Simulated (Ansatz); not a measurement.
# CrN2 (Pnnm) in Ansatz: reference runs

How does CrN2 come out in PBE? The cell is run as given and disturbed.

All numbers are computed with Ansatz 0.2.0; they aren't measurements. Logs are shortened: lines on timing, memory, paths and dates and some standing lists are left out, and cuts for length are marked.

**1. Starting point**

Symmetry: Pnnm, No. 58, orthorhombic system. The conventional cell has a = 3.902 Å, b = 4.810 Å, c = 2.784 Å, α = 90.00°, β = 90.00°, γ = 90.00°. Cr (site symmetry 2/m) has 6 N at 2.04 to 2.05 Å as nearest neighbours. Around N (site symmetry m) lie 1 N at 1.35 Å.

The cell comes from a database or a generator and needn't be the stable form of this composition.

**2. Single point, PBE, collinear spin, ferromagnetic start**

The input, input.yaml:

```yaml
crystal:
  lattice:
    - [3.901786, 0.0, 0.0]
    - [0.0, 4.809512, 0.0]
    - [0.0, 0.0, 2.78417]
  atoms:
    - { symbol: Cr, position: [0.0, 0.0, 0.0], spin: 3.0 }
    - { symbol: Cr, position: [0.5, 0.5, 0.5], spin: 3.0 }
    - { symbol: "N", position: [0.86617, 0.588775, 0.0] }
    - { symbol: "N", position: [0.13383, 0.411225, 0.0] }
    - { symbol: "N", position: [0.36617, 0.911225, 0.5] }
    - { symbol: "N", position: [0.63383, 0.088775, 0.5] }
hamiltonian:
  xc: pbe
  pseudopotentials: { kind: paw }
magnetization:
  spin_polarized: true
kpoints:
  mp_grid: { grid: [7, 6, 10] }
scf:
  occupations: { method: fermi_dirac, width: 0.05 }
output:
  forces: true
  stress: true
  eigenvalues: true
```

Potentials or basis: Ansatz PAW.

Started as:

```sh
$ ansatz run input.yaml --threads 2 --pin off --max-ram 5120MiB --backend cpu --events-out ev --progress --plain --runs-dir out
```

Log:

```text
Warning: RAYON_NUM_THREADS=2 ignored (pool sized by the plan → 2); use --threads N
Engine: ansatz 0.2.0, x86_64-unknown-linux-gnu
Pseudopotentials: kind: paw
Pseudopotential: Cr, paw, valence charge 14, recommended cutoff 420 eV (normal), Cr.paw.azcp
Pseudopotential: N, paw, valence charge 5, recommended cutoff 420 eV (normal), N.paw.azcp
Functional definition: PBE
  parameter kappa = 0.804
  parameter beta = 0.06672455060314922
  exchange = pbe_x(kappa = kappa, mu = beta*pi^2/3)
  correlation = pbe_c(beta = beta)
Crystal: 6 atoms, lattice volume = 52.247 Å³
Basis set: ecut = 420 eV, 1017 PW (Γ), exchange–correlation on 54×72×40 points (8 copies of the dense FFT grid, shifted against one another)
Bands: 33, of which v1, the nominal top of the filled ones, is band 24 counted from 1 (23 counted from 0)
Symmetry: 8 space group operations
Space group: Pnnm (ITA 58), of the structure as read, at distance tolerance 3.7e-5 Å
Magnetic group: BNS 58.393 (UNI 491), of the structure as read, at distance tolerance 3.7e-5 Å
k-points: 96 of 420
Non-local potential: Cr, projectors of the file, l = 0: 3, l = 1: 2, l = 2: 3, l = 3: 1
Non-local potential: N, projectors of the file, l = 0: 2, l = 1: 2, l = 2: 1
PAW form: soft (Blöchl's): semilocal exchange-correlation on the pseudo side does not see the compensation charge
PAW one-centre angular grid: Cr, 590 points (default); XC on 64 Gauss nodes
PAW one-centre angular grid: N, 110 points (default); XC on 64 Gauss nodes
Initial density: superposition of atomic densities (chi_scale 0.1, normalization cell, long waves kept (reshape's long-wave potential 0.00 eV rms))
Starting moments: Σ|m| = 6 μB on 2 of 6 sites
Initial wavefunctions: pseudopotential atomic-orbital guess
Functional: x = pbe(κ = 0.804, μ = 0.2195149727645171), c = pbe(β = 0.06672455060314922)
SCF iter   1: F=—  HF=-8292.980104 eV  |F-HF|=—  |Δ(HF+E_count)|=         —  Δρ=7.03e-2 (↑7.03e-2 ↓5.40e-2)  dr2=3.96e0  dr2_m=6.54e-1  M=4.235 μB ∫|m|=4.737 μB  β_m=0.30  ethr=3.10e-3  ⟨swp⟩=5.3  Hψ=21323  notcnv=0  defer=26
Mixer restart at iter 1: flushing history
preconditioner: auto → Kerker (q_TF=auto, 2.690 Å⁻¹)  [metal: Δε(μ)=0.005 eV  Ē_g=10.350 eV  σ=0.050 eV  W_gap=0.03  n_scr=16 (ndim 8)  ℏωp=29.1 eV  f_vac=0.000  D(μ)=1.28/eV (n_scr^D=8)]
spin=Collinear: Kerker preconditioning applied to the charge; magnetization (m = ρ↑ − ρ↓) channel mixes plain (no charge-response kernel on spin).
SCF iter   2: F=—  HF=-8292.204837 eV  |F-HF|=—  |Δ(HF+E_count)|=   7.75e-1  Δρ=4.04e-2 (↑4.04e-2 ↓3.71e-2)  dr2=1.29e0  dr2_m=2.67e-1  M=4.284 μB ∫|m|=4.888 μB  β_m=0.49  ethr=3.10e-3  ⟨swp⟩=2.2  Hψ=10314  notcnv=0  defer=204
SCF iter   3: F=—  HF=-8291.789794 eV  |F-HF|=—  |Δ(HF+E_count)|=   4.15e-1  Δρ=1.31e-2 (↑1.28e-2 ↓1.31e-2)  dr2=1.53e-1  dr2_m=2.54e-2  M=4.269 μB ∫|m|=4.994 μB  β_m=0.63  ethr=2.68e-3  ⟨swp⟩=2.0  Hψ=10517  notcnv=0  defer=204
SCF iter   4: F=—  HF=-8291.769596 eV  |F-HF|=—  |Δ(HF+E_count)|=         —  Δρ=3.19e-3 (↑3.19e-3 ↓3.15e-3)  dr2=1.30e-2  dr2_m=1.34e-3  M=4.251 μB ∫|m|=5.060 μB  β_m=0.63  ethr=3.18e-4  ⟨swp⟩=2.2  Hψ=11191  notcnv=0  defer=196
Mixer restart at iter 4: flushing history
SCF iter   5: F=—  HF=-8291.776564 eV  |F-HF|=—  |Δ(HF+E_count)|=   6.97e-3  Δρ=1.96e-3 (↑1.96e-3 ↓1.70e-3)  dr2=6.86e-3  dr2_m=2.27e-4  M=4.250 μB ∫|m|=5.063 μB  β_m=0.81  ethr=2.71e-5  ⟨swp⟩=1.0  Hψ=6457  notcnv=0  defer=192
SCF iter   6: F=—  HF=-8291.778229 eV  |F-HF|=—  |Δ(HF+E_count)|=   1.66e-3  Δρ=1.25e-3 (↑1.25e-3 ↓5.96e-4)  dr2=9.16e-4  dr2_m=1.05e-4  M=4.247 μB ∫|m|=5.064 μB  β_m=0.76  ethr=1.43e-5  ⟨swp⟩=2.0  Hψ=10319  notcnv=0  defer=192
SCF iter   7: F=—  HF=-8291.778595 eV  |F-HF|=—  |Δ(HF+E_count)|=   3.66e-4  Δρ=2.49e-4 (↑2.49e-4 ↓2.41e-4)  dr2=1.21e-4  dr2_m=1.55e-6  M=4.248 μB ∫|m|=5.067 μB  β_m=0.86  ethr=1.91e-6  ⟨swp⟩=2.0  Hψ=12143  notcnv=0  defer=192
SCF iter   8: F=—  HF=-8291.778738 eV  |F-HF|=—  |Δ(HF+E_count)|=   1.43e-4  Δρ=3.07e-4 (↑3.07e-4 ↓1.65e-4)  dr2=1.06e-4  dr2_m=2.76e-6  M=4.248 μB ∫|m|=5.066 μB  β_m=0.93  ethr=2.52e-7  ⟨swp⟩=2.1  Hψ=9441  notcnv=0  defer=192
SCF iter   9: F=—  HF=-8291.778751 eV  |F-HF|=—  |Δ(HF+E_count)|=   1.25e-5  Δρ=4.23e-5 (↑4.23e-5 ↓2.71e-5)  dr2=8.80e-7  dr2_m=3.00e-7  M=4.248 μB ∫|m|=5.067 μB  β_m=0.95  ethr=2.21e-7  ⟨swp⟩=2.7  Hψ=10572  notcnv=0  defer=192
SCF iter  10: F=—  HF=-8291.778716 eV  |F-HF|=—  |Δ(HF+E_count)|=   3.45e-5  Δρ=1.20e-5 (↑1.20e-5 ↓9.01e-6)  dr2=1.38e-7  dr2_m=9.14e-9  M=4.248 μB ∫|m|=5.067 μB  β_m=0.97  ethr=1.83e-9  ⟨swp⟩=2.0  Hψ=9569  notcnv=0  defer=192
SCF iter  11: F=-8291.778716 eV  HF=-8291.778716 eV  |F-HF|=2.00e-9  |Δ(HF+E_count)|=   7.50e-8  Δρ=1.94e-6 (↑1.94e-6 ↓1.51e-6)  dr2=3.50e-9  dr2_m=2.47e-10  M=4.248 μB ∫|m|=5.067 μB  ethr=2.08e-10  ⟨swp⟩=7.6  Hψ=23809  notcnv=0
SCF 1 converged in 11 iterations: F = -8291.778716 eV  dr2 = 3.50e-9
SCF converged after 11 iterations
Magnetization: 4.2485 μB (26.1242 up, 21.8758 down)
Absolute magnetization: 5.0688 μB (∫|ρ↑−ρ↓|, with the PAW one-centre terms)
Spin contamination: 0.1750 ħ² per cell (⟨S²⟩ above its minimum at these occupations)
Per-site moments (μB) at R_I (Å): [(1.8991288965086748, 0.8414829617259173), (1.8991288965086741, 0.8414829617259173), (-0.06145035594080554, 0.5564723882107674), (-0.06145035594080551, 0.5564723882107674), (-0.061450355940805786, 0.5564723882107675), (-0.06145035594080565, 0.5564723882107675)]
Free energy (F): -8291.778716 eV
Harris-Foulkes:  -8291.778716 eV  (|F-HF|=2.00e-9)
Internal energy: -8291.770380 eV  (E = F + TS)
E sigma→0 (E₀):  -8291.774548 eV
Entropy (-TS):   -0.008336 eV (-1.389 meV/atom)
Fermi energy:    13.609040 eV
--- Per-component energies (eV) ---
  E_band       = -366.578807
  E_kinetic    = 1204.078155
  E_local      = -3504.192059  (includes V_loc(G=0)·N_el)
  E_nonlocal   = 342.583492
  E_hartree    = 1401.251400
  E_xc         = -516.870216
  E_vxc        = -658.156107  (∫ρ·V_xc dr)
  E_paw        = -2898.850599  (= ΣΔE_a)
  E_vpaw       = -553.398059  (= ΣTr[D̂ρ^β])
  E_aug_tail   = 0.001099  (compensation charges beyond the density's cutoff)
  E_ewald      = -4319.771653
  E_smearing   = -0.008336  (= −TS)
  E_closure    = -0.000000  (closes the sum)
  Σ components = -8291.778716   (vs F -8291.778716, Δ=0.00e0)
--- Forces (eV/Å), atoms counted from 1 ---
  atom   1  Cr     0.00000000     0.00000000     0.00000000
  atom   2  Cr    -0.00000000     0.00000000     0.00000000
  atom   3  N     -0.07865242     0.01159642     0.00000000
  atom   4  N      0.07865242    -0.01159642     0.00000000
  atom   5  N     -0.07865242    -0.01159642     0.00000000
  atom   6  N      0.07865242     0.01159642     0.00000000
  max |Σ_I F_I| component: 5.20e-18 eV/Å
--- Stress (GPa, compression-positive) ---
       -2.218270       0.000000       0.000000
        0.000000      -1.028096       0.000000
        0.000000       0.000000       0.318051
  P = ⅓ Tr σ = -0.9761 GPa (-9.761 kbar)
--- Band table (eV; the first three rows and the last of 192) ---
  k-point 0 ↑: bands = ["-59.1581", "-59.1517", "-30.5785", "-30.5429", "-30.4652", "-30.4503", "-30.4156", "-30.4039", "-6.8989", "-5.9653", "2.1778", "2.7437", "6.0305", "6.0414", "7.6054", "8.9173", "9.1943", "9.6257", "9.6520", "10.6445", "11.1591", "11.1979", "12.2913", "12.4676", "12.7983", "12.8551", "12.9956", "13.0873", "16.6942", "18.5723", "18.6664", "19.3361", "21.8831"]
  k-point 1 ↑: bands = ["-59.1559", "-59.1497", "-30.5754", "-30.5413", "-30.4623", "-30.4479", "-30.4363", "-30.4252", "-6.8125", "-5.9151", "2.2039", "2.7134", "6.0665", "6.1516", "7.4258", "8.8503", "8.8911", "9.5664", "9.7326", "10.0654", "11.1450", "11.4902", "12.4855", "12.6417", "12.8115", "13.0076", "13.0358", "13.1292", "16.6889", "18.3208", "18.3607", "19.2411", "22.0650"]
  k-point 2 ↑: bands = ["-59.1499", "-59.1447", "-30.5671", "-30.5376", "-30.4900", "-30.4808", "-30.4544", "-30.4416", "-6.5722", "-5.7854", "2.2670", "2.6338", "6.0939", "6.4356", "7.0902", "7.8181", "8.6613", "9.1092", "10.0157", "10.0546", "11.0081", "12.0929", "12.4580", "12.7613", "12.8594", "13.0088", "13.4535", "13.5901", "16.6729", "17.6464", "17.7382", "18.9177", "22.4054"]
  k-point 95 ↓: bands = ["-56.8147", "-56.8147", "-28.6173", "-28.6173", "-28.2452", "-28.2452", "-27.9297", "-27.9297", "-5.7155", "-5.7155", "2.3999", "2.3999", "5.9525", "5.9525", "7.1058", "7.1058", "7.9583", "7.9583", "11.1227", "11.1227", "12.4687", "12.4687", "15.0978", "15.0978", "15.2354", "15.2354", "16.2547", "16.2547", "17.8040", "17.8040", "18.9695", "18.9695", "22.3178"]
```

Wall time 32 s (2 threads of Intel Xeon at 2.50GHz (Skylake/Cascade Lake), shared host); peak memory 0.56 GiB.

Results:

| Item | Value |
| --- | --- |
| Free energy | -8291.7787 eV |
| Pressure | -1.0 GPa |
| Largest force | 0.080 eV/Å |
| Band gap on the k mesh | none (metal or under the smearing width) |
| Net moment | 4.25 μB per cell |
| Absolute moment | 5.07 μB per cell |
| Site moments | Cr +1.90; N -0.06 μB |

Forces on the atoms (eV/Å):
```
Cr   0.000  0.000  0.000
Cr   0.000  0.000  0.000
N   -0.079  0.012  0.000
N    0.079 -0.012  0.000
N   -0.079 -0.012  0.000
N    0.079  0.012  0.000
```

Stress tensor (GPa, compression positive):
```
-2.22  0.00  0.00
 0.00 -1.03  0.00
 0.00  0.00  0.32
```

Caveat: the pressure holds a Pulay correction of +0.8 GPa for the finite cutoff; only a ferromagnetic start was run, and an antiferromagnetic order may lie lower in energy.

**3. Single point, PBE, collinear spin, ferromagnetic start (atoms moved at random, drawn with an rms of 0.05 Å)**

The input, input.yaml:

```yaml
crystal:
  lattice:
    - [3.901786, 0.0, 0.0]
    - [0.0, 4.809512, 0.0]
    - [0.0, 0.0, 2.78417]
  atoms:
    - { symbol: Cr, position: [-0.003596, 0.008607, 0.015606], spin: 3.0 }
    - { symbol: Cr, position: [0.496975, 0.508611, 0.49077], spin: 3.0 }
    - { symbol: "N", position: [0.861335, 0.590582, -0.005625] }
    - { symbol: "N", position: [0.126071, 0.414476, -0.007913] }
    - { symbol: "N", position: [0.361054, 0.912444, 0.486756] }
    - { symbol: "N", position: [0.641356, 0.08592, 0.483966] }
hamiltonian:
  xc: pbe
  pseudopotentials: { kind: paw }
magnetization:
  spin_polarized: true
kpoints:
  mp_grid: { grid: [7, 6, 10] }
scf:
  occupations: { method: fermi_dirac, width: 0.05 }
output:
  forces: true
  stress: true
  eigenvalues: true
  write_density: true
  write_potential: true
  elf: true
  volumetric_format: npy
```

Potentials or basis: Ansatz PAW.

Started as:

```sh
$ ansatz run input.yaml --threads 2 --pin off --max-ram 5120MiB --backend cpu --events-out ev --progress --plain --runs-dir out
```

Wall time 3.4 min (2 threads of Intel Xeon at 2.50GHz (Skylake/Cascade Lake), shared host); peak memory 1.1 GiB.

It converged, with:

* Free energy: -8291.7223 eV
* Pressure: -0.6 GPa
* Largest force: 1.012 eV/Å
* Band gap on the k mesh: none (metal or under the smearing width)
* Net moment: 4.20 μB per cell
* Absolute moment: 5.01 μB per cell
* Site moments: Cr +1.77, +1.90; N -0.06 μB

Forces in eV/Å, atoms in the order of the input:
```
Cr   0.316 -0.383 -0.401
Cr  -0.137 -0.418  0.096
N   -0.257  0.349 -0.003
N    0.533 -0.083  0.052
N    0.515  0.341  0.044
N   -0.970  0.193  0.212
```

Stress tensor (GPa, compression positive):
```
-1.78 -1.95 -0.69
-1.95 -1.19  0.07
-0.69  0.07  1.12
```

Levels at points of the mesh, in eV from the Fermi level:
Spin up:
| k point | band 24 | band 25 | band 26 | band 27 | band 28 | band 29 |
| --- | --- | --- | --- | --- | --- | --- |
| (0.00, 0.00, 0.00) | -1.08 | -0.78 | -0.68 | -0.58 | -0.52 | 3.10 |
| (0.00, 0.00, -0.50) | -1.11 | 0.31 | 0.45 | 0.66 | 0.72 | 2.61 |
| (0.00, -0.50, 0.00) | -1.08 | -0.37 | -0.32 | 0.27 | 0.36 | 2.84 |
| (0.00, -0.50, -0.50) | -0.95 | -0.07 | 0.03 | 0.67 | 0.72 | 2.17 |
Spin down:
| k point | band 20 | band 21 | band 22 | band 23 | band 24 | band 25 |
| --- | --- | --- | --- | --- | --- | --- |
| (0.00, 0.00, 0.00) | -3.13 | -1.77 | -1.55 | 0.57 | 0.60 | 1.27 |
| (0.00, 0.00, -0.50) | -1.80 | -1.39 | -1.31 | 1.48 | 1.61 | 1.70 |
| (0.00, -0.50, 0.00) | -2.26 | -1.62 | -1.41 | 0.96 | 0.99 | 1.90 |
| (0.00, -0.50, -0.50) | -1.11 | -0.19 | -0.09 | 1.01 | 1.09 | 1.48 |

Caveat: the pressure holds a Pulay correction of +0.7 GPa for the finite cutoff; only a ferromagnetic start was run, and an antiferromagnetic order may lie lower in energy.
